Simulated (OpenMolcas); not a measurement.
# Si5H10 (SMILES [SiH2]1[SiH2][SiH2][SiH2][SiH2]1) at 6 levels

Aim: a comparison of 6 runs (B2PLYP/6-31G*, BHLYP/6-31G*, SVWN5/6-31G*, TPSS/6-31G*, revPBE/6-31G*, MP2/6-31G*) of Si5H10. 

The results are computed with OpenMolcas 26.06.

1 further run of the same task is left out (set aside as unsound or not needed).

### Step 1. Starting point

The species is Si5H10 (15 atoms), meant as a singlet with charge 0. SMILES: `[SiH2]1[SiH2][SiH2][SiH2][SiH2]1`. The shape is that of a PBE0-D4/def2-TZVP optimisation. This is one conformer, not always the lowest.

Bond lengths: Si1–Si2 2.341 Å, Si2–Si3 2.341 Å, Si3–Si4 2.346 Å, Si1–Si5 2.350 Å, Si4–Si5 2.358 Å, Si1–H6 1.491 Å, Si1–H7 1.489 Å, Si2–H8 1.488 Å, Si2–H9 1.491 Å, Si3–H10 1.489 Å, Si3–H11 1.491 Å, Si4–H12 1.490 Å, Si4–H13 1.489 Å, Si5–H14 1.489 Å, Si5–H15 1.490 Å. Some angles: Si1–Si2–Si3 100.9°, Si2–Si1–Si5 103.6°, Si2–Si3–Si4 102.6°, Si3–Si4–Si5 105.3°, Si1–Si5–Si4 105.6°, Si1–Si2–H8 114.0°, Si1–Si2–H9 109.3°, Si3–Si2–H8 114.3°, Si3–Si2–H9 109.1°, Si2–Si1–H6 108.2°.

### Step 2. A single-point energy at B2PLYP/6-31G(d) (spherical functions) (run 1)

File test.inp:

```
&gateway
baslib = $CurrDir
coord
15
angstrom
Si      -1.084060       1.459050       0.707660
Si      -0.059090      -0.250640       1.935200
Si       1.685310      -0.847370       0.493250
Si       0.606660      -0.977730      -1.585910
Si      -1.132210       0.611030      -1.483210
H       -0.194180       2.654660       0.740620
H       -2.428560       1.852980       1.210560
H        0.385250       0.161940       3.294480
H       -1.000910      -1.399120       2.063570
H        2.395090      -2.100510       0.869400
H        2.671440       0.270290       0.461680
H        0.014450      -2.335600      -1.746080
H        1.530020      -0.729740      -2.727130
H       -0.952370       1.690690      -2.492650
H       -2.436840      -0.059940      -1.741430
basis = 6-31Gs
group = NoSym
&seward
gridinput
Grid=UltraFine
End of Grid
&scf
ksdft = B2PLYP_SCF
thresholds = 1e-10 1e-07 1e-07 1e-05
prorbitals = 1 1
&mbpt2
frozen = 25
```

The basis set 6-31G* is read from a file made from the Basis Set Exchange's data (not shown).

Command:

```bash
$ export MOLCAS_MEM=1860
$ pymolcas test.inp > test.log
```

Standard output:

```text
--- Start Module: gateway ---
[...]
--- Stop Module: gateway /rc=_RC_ALL_IS_WELL_ ---
[...]
      Basis functions          110
[...]
--- Start Module: scf ---
[...]
       Convergence after  11 Iterations
[...]
::    Total KS-DFT energy                           -1452.5533045788
[...]
      Total spin, S                                     0.0000000000
[...]
      Total electronic charge=   80.000000
      Total            charge=   -0.000000
[...]
      Dipole Moment (debye):
      Origin of the operator (angstrom)=    0.0030   -0.0010    0.0120
                   X=  2.2425E-02               Y= -6.7642E-03               Z=  8.7688E-02           Total=  9.0762E-02
      Quadrupole Moment (debye*angstrom):
[...]
--- Stop Module: scf /rc=_RC_ALL_IS_WELL_ ---
[...]
--- Start Module: mbpt2 ---
[...]
 ###    WARNING: MP2 implementation intended for RHF references only         ###
 ###############################################################################
MBPT2 WARNING: Reference function according to RunFile:KS-DFT
I'll assume you know what you're doing and continue
WARNING!
Default frozen orbitals as non valence orbitals is overwritten by user input.
Default values:  10
[...]
       Reference weight ( Cref**2 )         =        0.74559
::    Total MBPT2 energy                            -1453.0615101105
[...]
      Total MBPT2 calculations                           0.77      0.88
--- Stop Module: mbpt2 /rc=_RC_ALL_IS_WELL_ ---
[...]
```

Run time: 47 s. Hardware: 1 thread of AMD EPYC 7R43 (Zen 3), shared host; peak memory 0.65 GiB.

### Step 3. Energy and gradient at BHLYP/6-31G(d) (spherical functions) (run 2)

File struct.xyz:

```xyz
15

Si    -1.084060     1.459050     0.707660
Si    -0.059090    -0.250640     1.935200
Si     1.685310    -0.847370     0.493250
Si     0.606660    -0.977730    -1.585910
Si    -1.132210     0.611030    -1.483210
H     -0.194180     2.654660     0.740620
H     -2.428560     1.852980     1.210560
H      0.385250     0.161940     3.294480
H     -1.000910    -1.399120     2.063570
H      2.395090    -2.100510     0.869400
H      2.671440     0.270290     0.461680
H      0.014450    -2.335600    -1.746080
H      1.530020    -0.729740    -2.727130
H     -0.952370     1.690690    -2.492650
H     -2.436840    -0.059940    -1.741430
```

File job.input:

```
&gateway
 baslib=$CurrDir
 coord=struct.xyz
 basis=6-31Gs
 group=NoSym

&seward
 gridinput
 Grid=UltraFine
 End of Grid

&scf
 ksdft=HYB_GGA_XC_BHANDHLYP
 thresholds=1e-10 1e-07 1e-07 1e-05
 prorbitals=1 2

&alaska
```

The basis set 6-31G* is read from a file made from the Basis Set Exchange's data (not shown).

Command:

```bash
$ export MOLCAS_MEM=1860
$ pymolcas job.input > job.log
```

Standard output:

```text
--- Start Module: gateway ---
[...]
--- Stop Module: gateway /rc=_RC_ALL_IS_WELL_ ---
[...]
      Basis functions          110
[...]
--- Start Module: scf ---
[...]
       Convergence after  11 Iterations
[...]
::    Total KS-DFT energy                           -1453.3764759590
[...]
      Total spin, S                                     0.0000000000
[...]
      Total electronic charge=   80.000000
      Total            charge=   -0.000000
[...]
      Dipole Moment (debye):
      Origin of the operator (angstrom)=    0.0030   -0.0010    0.0120
                   X=  2.2001E-02               Y= -6.6725E-03               Z=  8.6084E-02           Total=  8.9101E-02
      Quadrupole Moment (debye*angstrom):
[...]
--- Stop Module: scf /rc=_RC_ALL_IS_WELL_ ---
[...]
--- Start Module: alaska ---
[...]
 *              Molecular gradients               *
 **************************************************
  Irreducible representation: a
 ------------------------------------------------------------------------------------------
                              X                       Y                       Z
 ------------------------------------------------------------------------------------------
  SI1               2.30568189427416E-03   -4.37444186329650E-03   -1.06402820111384E-03
  SI2               4.66862343609264E-04    1.60198546867285E-03   -4.79974677075035E-03
  SI3              -5.13730590915173E-03    1.64891346807838E-03   -1.34276844610781E-03
  SI4              -8.46641109323087E-04    2.54932682356390E-03    3.59821085556611E-03
  SI5               3.24253175251421E-03   -1.46300569200886E-03    3.79959752253889E-03
  H6                2.37250545435508E-03    2.39840411923797E-03   -1.22876541965855E-04
  H7               -3.23264256433209E-03    5.98388922166349E-04    1.18965720721098E-03
  H8                1.21563846235162E-03    1.24816151742690E-03    3.08744403111039E-03
[...]
--- Stop Module: alaska /rc=_RC_ALL_IS_WELL_ ---
[...]
```

It took 92 s on 1 thread of AMD EPYC 7R43 (Zen 3), shared host; peak memory 0.65 GiB.

Runs 3 to 5 aren't shown in full; the table further down has their settings and results.

### Step 4. The energy at MP2/6-31G(d) (spherical functions) (run 6)

File job.inp:

```
* H10Si5 MP2
>>> EXPORT MOLCAS_PRINT=2
&GATEWAY
BasLib=$CurrDir
Coord
15
bohr
Si    -2.04857650     2.75720490     1.33728359
Si    -0.11166392    -0.47364096     3.65699800
Si     3.18477434    -1.60129723     0.93210741
Si     1.14642125    -1.84764192    -2.99693556
Si    -2.13956682     1.15467935    -2.80286069
H     -0.36694702     5.01658035     1.39956896
H     -4.58931328     3.50162471     2.28762686
H      0.72801699     0.30602225     6.22566492
H     -1.89144578    -2.64395362     3.89958214
H      4.52606414    -3.96938862     1.64292789
H      5.04828996     0.51077407     0.87244876
H      0.02730654    -4.41364434    -3.29961299
H      2.89131877    -1.37900874    -5.15352881
H     -1.79971847     3.19494106    -4.71042582
H     -4.60496021    -0.11327018    -3.29082577
Basis=6-31Gs
Group=NoSym
&SEWARD
&SCF
Thresholds=1e-10 1e-07 1e-07 1e-05
PrOrbitals=1
&MBPT2
Frozen=25
```

The basis set 6-31G* is read from a file made from the Basis Set Exchange's data (not shown).

Command:

```bash
$ export MOLCAS_MEM=1860
$ pymolcas job.inp > job.log
```

Standard output:

```text
--- Start Module: gateway ---
[...]
--- Stop Module: gateway /rc=_RC_ALL_IS_WELL_ ---
[...]
      Basis functions          110
[...]
--- Start Module: scf ---
[...]
       Convergence after  11 Iterations
[...]
::    Total SCF energy                              -1450.3915421247
[...]
      Total spin, S                                     0.0000000000
[...]
      Total electronic charge=   80.000000
      Total            charge=   -0.000000
[...]
      Dipole Moment (debye):
      Origin of the operator (angstrom)=    0.0030   -0.0010    0.0120
                   X=  2.9054E-02               Y= -8.3367E-03               Z=  1.1268E-01           Total=  1.1667E-01
      Quadrupole Moment (debye*angstrom):
[...]
--- Stop Module: scf /rc=_RC_ALL_IS_WELL_ ---
[...]
--- Start Module: mbpt2 ---
[...]
WARNING!
Default frozen orbitals as non valence orbitals is overwritten by user input.
Default values:  10
[...]
       Reference weight ( Cref**2 )         =        0.82862
::    Total MBPT2 energy                            -1450.7884704670
[...]
      Total MBPT2 calculations                           0.78      0.89
--- Stop Module: mbpt2 /rc=_RC_ALL_IS_WELL_ ---
[...]
```

Run time: 19 s. Hardware: 1 thread of AMD EPYC 7R43 (Zen 3), shared host; peak memory 0.64 GiB.

### Step 5. Overview of the runs

| run | level | task | frozen core orbitals | energy (Eh) | dipole moment (D) of the reference | HOMO energy (eV) | LUMO energy (eV) | wall time |
| --- | --- | --- | --- | --- | --- | --- | --- | --- |
| 1 | B2PLYP/6-31G* (spherical functions) | energy | 25 | -1452.690520 | 0.09 | -8.39 | 0.61 | 47 s |
| 2 | BHLYP/6-31G* (spherical functions) | gradient | – | -1453.376476 | 0.09 | -8.47 | 0.33 | 92 s |
| 3 | SVWN5/6-31G* (spherical functions) | gradient | – | -1447.514992 | 0.05 | -6.63 | -1.48 | 85 s |
| 4 | TPSS/6-31G* (spherical functions) | gradient | – | -1453.521590 | 0.07 | -6.72 | -1.32 | 1.9 min |
| 5 | revPBE/6-31G* (spherical functions) | gradient | – | -1453.081967 | 0.06 | -6.56 | -1.33 | 94 s |
| 6 | MP2/6-31G* (spherical functions) | energy | 25 | -1450.788470 | 0.12 | -9.91 | 2.47 | 19 s |

### Step 6. Outcome

| quantity | value |
| --- | --- |
| run 6: total energy | -1450.78847 Eh |
| run 6: dipole moment (mean-field density) | 0.12 D |
| run 6: HOMO energy (Hartree–Fock orbitals) | -9.91 eV |
| run 6: LUMO energy (Hartree–Fock orbitals) | 2.47 eV |
| run 6: HOMO–LUMO gap (Hartree–Fock orbitals) | 12.38 eV |
| run 6: correlation energy (25 core orbitals frozen) | -396.9 mEh |

In words: Over runs 1, 2, 3, 4, 5 the dipole moment (its size) runs from 0.05 D (SVWN5/6-31G*) to 0.09 D (B2PLYP/6-31G*). A double hybrid's value is that of its SCF part. Over runs 1, 2, 3, 4, 5 the HOMO–LUMO gap runs from 5.15 eV (SVWN5/6-31G*) to 9.01 eV (B2PLYP/6-31G*). For B2PLYP the log adds the whole second-order term; the table takes 0.27 of it, as the functional is defined. Totals of different functionals can't be ranked against each other. All runs together took 7.5 min, the longest 1.9 min.
